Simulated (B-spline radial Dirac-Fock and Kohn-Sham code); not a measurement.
# Inner shells of Er²¹⁺

Aim: for Er²¹⁺, compute its X-ray form factor and Compton profile, the binding energy of each subshell and how cheaper methods do for the levels.

Program: B-spline radial Dirac-Fock and Kohn-Sham code, version 2. Model: a free atom or ion on a radial basis; each step names its model. All values are calculated, but those marked as tabulated.

## Step 1: The atom as given

Erbium as Er²¹⁺, [Kr] 4d10 4f1.

| Quantity | Value |
| --- | --- |
| nuclear charge | 68 |
| electrons | 47 |
| mass number | 166 |
| nuclear rms radius | 5.2516 fm |

## Step 2: Form factor and Compton profile

Model: Dirac-Fock average of configuration, finite nucleus; form factor of the spherical density, Waller-Hartree incoherent function, impulse-approximation Compton profiles.

Recorded inputs:

```ini
task = scatter
Z = 68
charge = 21
configuration = 1s2 2s2 2p6 3s2 3p6 3d10 4s2 4p6 4d10 4f1
mass_number = 166
rms_radius = 5.2516  # fm
s = [0.0, 0.05, 0.1, 0.15, 0.2, 0.25, 0.3, 0.35, 0.4, 0.45, 0.5, 0.6, 0.7, 0.8, 0.9, 1.0, 1.1, 1.2, 1.4, 1.6, 1.8, 2.0, 2.5, 3.0, 3.5, 4.0, 5.0, 6.0]  # 1/A
pz = [0, 0.1, 0.2, 0.3, 0.4, 0.5, 0.6, 0.8, 1.0, 1.2, 1.4, 1.6, 1.8, 2.0, 2.5, 3.0, 4.0, 5.0, 7.0, 10.0, 15.0, 20.0, 30.0, 40.0, 60.0, 100.0]  # a.u.
photon_energy = [1000, 2000, 5000, 17479.3, 20000, 50000, 500000, 1000000]  # eV
```

## Step 3: Binding energies

Model: Dirac-Fock average of configuration, Delta-SCF, finite nucleus, first-order Breit with its frequency dependence, self-energy and vacuum polarisation.

Settings, as recorded:

```ini
task = binding
```

## Step 4: The levels by Dirac LDA

Model: Dirac-Kohn-Sham LDA (Slater exchange, VWN correlation), finite nucleus, spherical and without spin polarisation.

Recorded inputs:

```ini
task = binding-ladder
method = lda,vwn
relativity = dirac
```

## Step 5: The levels by non-relativistic HF

Model: non-relativistic Hartree-Fock, average of configuration, point nucleus.

The run's settings:

```ini
task = binding-ladder
method = hf
relativity = nr
```

(Steps that only read results are left out.)

Q: Predict the outcome of this session. Wanted: rms radius of the electron cloud; form factor halves at; Compton profile at zero; deepest level listed, K; least bound, N6,7; Kα1; Dirac LDA, K: eigenvalue / ΔSCF; non-relativistic HF, 1s: eigenvalue / ΔSCF.

The runs gave:

| quantity | value |
| --- | --- |
| rms radius of the electron cloud | 0.380 bohr |
| form factor halves at | 0.97 1/Å |
| Compton profile at zero | 3.086 1/a.u. |
| deepest level listed, K (1s) | 58092.0 eV |
| least bound, N6,7 (4f) | 558.8 eV |
| Kα1 | 49119.9 eV |
| ionisation energy, NIST (theoretical) | 555.000 eV |
| Dirac LDA, K: eigenvalue / ΔSCF | 57831.9 / 58342.5 eV |
| non-relativistic HF, 1s: eigenvalue / ΔSCF | 54518.3 / 54459.2 eV |

In words: The form factor starts at the 47 electrons and halves by s = 0.97 1/Å. Incoherent scattering outweighs coherent from 500 keV on, among the energies asked. The K (1s) level lies 66.5 eV under Koopmans' value by relaxation alone; Breit gives -173.47 and QED -90.16 eV. NIST's ionisation energy differs by -3.80 eV from the least binding energy, within its stated uncertainty. Dirac LDA misses the K level by -0.4 % with its eigenvalue and by +0.4 % with ΔSCF. Breit and QED terms, which only the reference holds, shift this level by tenths of a per cent, so the eigenvalue's nearness can be cancellation. Non-relativistic HF misses the 1s level by -6.2 % with its eigenvalue and by -6.3 % with ΔSCF, as relativity is missing. The Hartree-Fock and Dirac-Fock values hold no electron correlation.
